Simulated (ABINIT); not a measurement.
The system is NbRu3C.

```
CELL_PARAMETERS angstrom
4.06514 0.00000 0.00000
0.00000 4.06514 0.00000
0.00000 0.00000 4.06514
ATOMIC_POSITIONS crystal
Ru 0.50000 0.50000 0.00000
Ru 0.50000 0.00000 0.50000
Ru 0.00000 0.50000 0.50000
Nb 0.00000 0.00000 0.00000
C 0.50000 0.50000 0.50000
```

The cell comes from a database or a generator and needn't be the stable form of this composition.

Base run:

```yaml
Program: ABINIT 10.8.3 (patched build)
Functional: r2SCAN
Potentials_or_basis: JTH PAW PBE v2.0
Cutoff: 626 eV
k_mesh: 7 × 7 × 7
Occupations: fermi-dirac, width 0.05 eV
Spin: no spin polarisation
```

Its results: band gap on the k mesh none (metal or under the smearing width); pressure -6.3 GPa.

The run is repeated on the same cell with these changes: functional from r2SCAN to PBE; cutoff from 626 eV to 517 eV; fine-grid cutoff from 1224.51 eV to 1034.03 eV. What comes out?

Band gap on the k mesh none (metal or under the smearing width); pressure -3.7 GPa.

Caveats: the PAW data sets were made with another functional, which shifts forces and pressure a little (some runs).
